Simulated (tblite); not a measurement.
# C6H10N2SSi: the cost of one run

Programs: tblite 0.8.0 and PySCF 2.14.0, with density-fitted response routines of our own. Each step states its level of theory. These are calculated values for one molecule in the gas phase, unless marked as measured. Atoms are numbered from 0 throughout.

## (1) Starting geometry

20 atoms, charge 0, multiplicity 1; geometry from: force field or distance geometry start.

Bonds of the start (Å): C0–C1 1.33, C1–C2 1.42, C2–C3 1.38, C3–C4 1.41, C4–C5 1.49, C5–S6 1.82, S6–Si7 2.15, C4–N8 1.35, N8–N9 1.35, N9–C2 1.36, C0–H10 1.08, C0–H11 1.10, C1–H12 1.08, C3–H13 1.08, C5–H14 1.09, C5–H15 1.10, Si7–H16 1.49, Si7–H17 1.48, Si7–H18 1.48, N9–H19 1.01.

## (2) Relaxing the molecule with GFN2-xTB

The job: settings as JSON, then the geometry in Å.

```
{"job": {"kind": "relax", "xc": "GFN2-xTB", "basis": "xTB"}, "charge": 0, "multiplicity": 1}
C     -3.707800    -0.646200     0.447600
C     -2.799800    -1.030500    -0.449100
C     -1.510700    -0.431500    -0.490000
C     -0.871000     0.588300     0.176200
C      0.417400     0.661900    -0.390200
C      1.524100     1.593800    -0.037200
S      2.381400     1.111200     1.492900
Si     3.438500    -0.664500     0.916800
N      0.573200    -0.235800    -1.382300
N     -0.615800    -0.878200    -1.411300
H     -3.544200     0.148100     1.166200
H     -4.694100    -1.125500     0.477100
H     -3.047600    -1.838000    -1.119000
H     -1.254100     1.178200     0.994600
H      2.251200     1.690200    -0.849700
H      1.112700     2.598100     0.135100
H      2.488400    -1.801600     0.781400
H      4.161100    -0.409000    -0.352200
H      4.416500    -0.990300     1.981100
H     -0.724800    -1.616600    -2.091100
```

Launch:

```bash
$ OMP_NUM_THREADS=1 python probes_run.py task.json out
```

The driver reads the jobs from task.json and runs them one after another.

Q: Estimate the wall time and peak memory of this first job on 1 thread of Arm Neoverse V1, shared host.

About 1.2 s, with a peak of 0.18 GiB.
